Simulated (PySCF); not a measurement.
# Br3Ta (TaBr3): the cost of one run

Computed with PySCF 2.14.0 and routines of our own; the level stands in each step. Atoms count from 0.

## 1. The system as given

4 atoms, charge 0, states of the metal's open shell are computed; geometry from: model geometry, bond lengths from ionic radii.

## 2. Ligand-field states: state-averaged CASSCF

Job settings and geometry (Å):

```
{"job": {"kind": "lf", "basis": {"metal": "x2c-TZVPall", "ligand": "x2c-SVPall"}, "nevpt": true}, "charge": 0, "metal": "Ta", "open_shell": "d2"}
Ta     0.000000     0.000000     0.000000
Br     2.400000     0.000000     0.000000
Br    -1.200000     2.078461     0.000000
Br    -1.200000    -2.078461     0.000000
```

Method: state-averaged CASSCF of the metal d shell, SC-NEVPT2 on the averaged canonical orbitals, state-interaction spin-orbit coupling.

On the command line:

```bash
$ OMP_NUM_THREADS=1 python lf_run.py task.json out
```

The driver reads the jobs from task.json and runs them one after another.

**Question.** How long does this first job take on 1 thread of Arm Neoverse V2, shared host, and how much memory does it need?

About 26 s, with a peak of 0.57 GiB.
